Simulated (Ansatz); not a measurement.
# C2H3AlS2: the cost of one run

Program: Ansatz 0.2.0. Level of theory: RKS B3LYP-D4/STO-3G. These are calculated values, not measurements.

## (1) Starting point

Bond lengths: C1–C2 1.286 Å, C2–Al3 1.975 Å, Al3–S4 2.301 Å, C2–S5 1.815 Å, S4–S5 2.165 Å, C1–H6 1.054 Å, C1–H7 1.134 Å, Al3–H8 1.581 Å. Angles: C1–C2–Al3 131.6°, C1–C2–S5 136.6°, Al3–C2–S5 91.6°, C2–C1–H6 125.6°, C2–C1–H7 117.6°, H6–C1–H7 116.6°, C2–Al3–S4 84.9°, C2–Al3–H8 135.2°, S4–Al3–H8 129.9°, Al3–S4–S5 75.0°, C2–S5–S4 93.0°.

Structure file:

```xyz
8

C    -1.4579    0.2925    0.3034
C    -0.2410    0.3758   -0.1035
Al    1.1004   -1.0121   -0.5229
S     2.6295    0.5161    0.2645
S     0.9551    1.7029   -0.4257
H    -2.0038   -0.6008    0.4277
H    -2.0207    1.2610    0.4808
H     1.1305   -2.5923   -0.4801
```

## (2) Relaxing the start

input.yaml

```yaml
crystal:
  periodic: [false, false, false]
  atoms:
    - { symbol: C, position_ang: [-1.4579, 0.2925, 0.3034] }
    - { symbol: C, position_ang: [-0.241, 0.3758, -0.1035] }
    - { symbol: Al, position_ang: [1.1004, -1.0121, -0.5229] }
    - { symbol: S, position_ang: [2.6295, 0.5161, 0.2645] }
    - { symbol: S, position_ang: [0.9551, 1.7029, -0.4257] }
    - { symbol: H, position_ang: [-2.0038, -0.6008, 0.4277] }
    - { symbol: H, position_ang: [-2.0207, 1.261, 0.4808] }
    - { symbol: H, position_ang: [1.1305, -2.5923, -0.4801] }
basis:
  gaussian: { orbitals: STO-3G }
hamiltonian:
  xc: b3lyp
  dispersion: d4
relax:
  f_tol: 0.02
  max_steps: 40
```

Launch:

```bash
ansatz run input.yaml --threads 1 --pin off --max-ram 2048MiB --backend cpu --events-out ev --progress --plain --runs-dir out
```

Q: Estimate wall time and peak memory on 1 thread of Arm Neoverse V1, shared host.

About 20 s, with a peak of 0.12 GiB.
